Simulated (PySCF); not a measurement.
# CH3F3Si: electronic excitations and core binding energies

Aim: predict the electronic excitations and core binding energies of CH3F3Si (`FC(F)(F)[SiH3]`).

Programs: PySCF 2.14.0, with density-fitted response routines of our own. Each step states its level of theory. These are calculated values for one molecule in the gas phase, unless marked as measured. Atoms count from 0, in the outputs and in this text.

### 1 The molecule as given

8 atoms, charge 0, multiplicity 1; geometry from: GFN2-xTB.

Bonds of the start (Å): F0–C1 1.35, C1–F2 1.35, C1–F3 1.35, C1–Si4 1.95, Si4–H5 1.46, Si4–H6 1.46, Si4–H7 1.46.

### 2 Ultraviolet spectrum: PBE0/def2-SVPD

Job settings and geometry (Å):

```
{"job": {"kind": "uv", "xc": "PBE0", "basis": "def2-SVPD", "nstates": 8, "ntriplets": 3}, "charge": 0, "multiplicity": 1}
F      1.531121    -0.209961    -1.109618
C      0.911185    -0.048143     0.076980
F      1.446693     1.058938     0.630317
F      1.308469    -1.080037     0.849078
Si    -1.026527     0.057990    -0.094790
H     -1.256390     1.215126    -0.951736
H     -1.406131    -1.213745    -0.698402
H     -1.499363     0.229245     1.273607
```

Method: TDDFT PBE0/def2-SVPD, vertical, gas phase, core orbitals frozen in the response.

**Question.** This job is followed by: delta-SCF UKS SCAN, pcX-2 on the ionised atom, pcseg-1 elsewhere, spin-free X2C. What will the session give for the following? lowest singlet (PBE0/def2-SVPD); brightest single state of those computed; lowest triplet; F1s binding energies, SCAN/pcX-2; C1s binding energies, SCAN/pcX-2; Si1s binding energies, SCAN/pcX-2; Si2p binding energies, SCAN/pcX-2.

As calculated:

| quantity | value |
| --- | --- |
| lowest singlet (PBE0/def2-SVPD) | 8.47 eV (146 nm), f = 0.065 |
| brightest single state of those computed | state 4, 9.17 eV, f = 0.209 |
| lowest triplet | 7.53 eV |
| F1s binding energies, SCAN/pcX-2 | F0 693.68 eV |
| C1s binding energies, SCAN/pcX-2 | C1 297.52 eV |
| Si1s binding energies, SCAN/pcX-2 | Si4 1847.54 eV |
| Si2p binding energies, SCAN/pcX-2 | Si4 108.08 eV |

The lowest singlet, at 8.47 eV, is HOMO→LUMO 0.94 and is bright; of the 8 states computed, the strongest absorption comes from state 4 at 9.17 eV (the last state computed is bright too, and its partners may lie past the list). The lowest triplet lies 0.94 eV below the lowest singlet (triplets in Tamm-Dancoff, singlets in full TDDFT).
